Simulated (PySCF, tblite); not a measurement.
**C3H9BrGeSi: geometry, infrared bands and NMR shifts**

What infrared bands and NMR shifts should C3H9BrGeSi (`C=C[C@H](Br)[GeH2][SiH3]`) show?

Computed with tblite 0.8.0 and PySCF 2.14.0, with density-fitted response routines of our own, on a single molecule in the gas phase. Atoms are numbered from 0 throughout.

### 1 Starting geometry

15 atoms, charge 0, multiplicity 1; geometry from: force field or distance geometry start.

Bonds of the start (Å): C0–C1 1.32, C1–C2 1.47, C2–Br3 1.94, C2–Ge4 1.92, Ge4–Si5 2.31, C0–H6 1.09, C0–H7 1.09, C1–H8 1.10, C2–H9 1.12, Ge4–H10 1.55, Ge4–H11 1.55, Si5–H12 1.47, Si5–H13 1.46, Si5–H14 1.46.

### 2 Geometry optimisation with GFN2-xTB

The job: settings as JSON, then the geometry in Å.

```
{"job": {"kind": "relax", "xc": "GFN2-xTB", "basis": "xTB"}, "charge": 0, "multiplicity": 1}
C     -2.622200     0.044900     0.101300
C     -1.561500    -0.620400    -0.304600
C     -0.528600    -0.114600    -1.221300
Br     0.418700    -1.659200    -1.904300
Ge     0.676200     1.015800    -0.234500
Si     2.519900    -0.272800     0.270800
H     -2.864300     1.059000    -0.228600
H     -3.310600    -0.434100     0.800000
H     -1.424100    -1.629300     0.101600
H     -1.035000     0.405600    -2.072000
H      1.097200     2.222900    -1.115200
H     -0.048600     1.553100     1.027900
H      2.435800    -0.597400     1.706800
H      3.709200     0.548800     0.041000
H      2.533400    -1.514200    -0.496400
```

Launch:

```sh
OMP_NUM_THREADS=1 python probes_run.py task.json out
```

This one command runs all jobs of the session in turn.

**Question.** This job is followed by: GFN2-xTB harmonic vibrations, gas phase; GIAO PBE0/pcSseg-1 NMR shielding, non-relativistic, gas phase. Predict these results of the whole session: strongest single infrared mode (GFN2-xTB); zero-point energy (GFN2-xTB); ¹³C shifts against TMS (PBE0/pcSseg-1); ¹H shifts against TMS (PBE0/pcSseg-1, means over atoms taken as alike); ⁷⁹Br shifts against HBr (PBE0/pcSseg-1); ⁷³Ge shifts against GeMe4 (PBE0/pcSseg-1); ²⁹Si shifts against TMS (PBE0/pcSseg-1).

As calculated:

```
                                                              quantity                                         value
                             strongest single infrared mode (GFN2-xTB)                         1928 cm⁻¹, 530 km/mol
                                          zero-point energy (GFN2-xTB)                                 60.7 kcal/mol
                                ¹³C shifts against TMS (PBE0/pcSseg-1)                        149.2, 119.3, 52.1 ppm
¹H shifts against TMS (PBE0/pcSseg-1, means over atoms taken as alike)  6.19, 5.47, 5.24, 4.29, 4.27, 4.25, 3.79 ppm
                               ⁷⁹Br shifts against HBr (PBE0/pcSseg-1)                                       483 ppm
                             ⁷³Ge shifts against GeMe4 (PBE0/pcSseg-1)                                      -202 ppm
                               ²⁹Si shifts against TMS (PBE0/pcSseg-1)                                    -116.4 ppm
```

**Reading.** Over 127 steps the energy fell by 0.632 eV; of the close pairs, C2–Ge4 changed most, 1.924 to 2.011 Å. No mode is imaginary among the 39: a minimum at this level. The strongest single mode, at 1928 cm⁻¹, moves mainly H10. Unscaled tight-binding wavenumbers are off by several per cent, some by more. Its intensities can rank the bands wrongly. C2 stands next to heavy halogen, whose spin-orbit shielding this run leaves out, so the computed shift lies too far downfield, most of all for carbon beside Br or I. The most deshielded carbon is C1 (alkene CH), at 149.2 ppm: the olefinic region. The most deshielded hydrogen is H8 (hydrogen on an alkene CH), at 6.19 ppm: attached to an sp2 carbon and in the plane of the double bond. At PBE0/pcSseg-1: The largest span, 1356 ppm, is at Br3, where the paramagnetic term is -985 ppm. Spin-orbit coupling is left out, which matters for shieldings and couplings at and beside the heavy atoms.
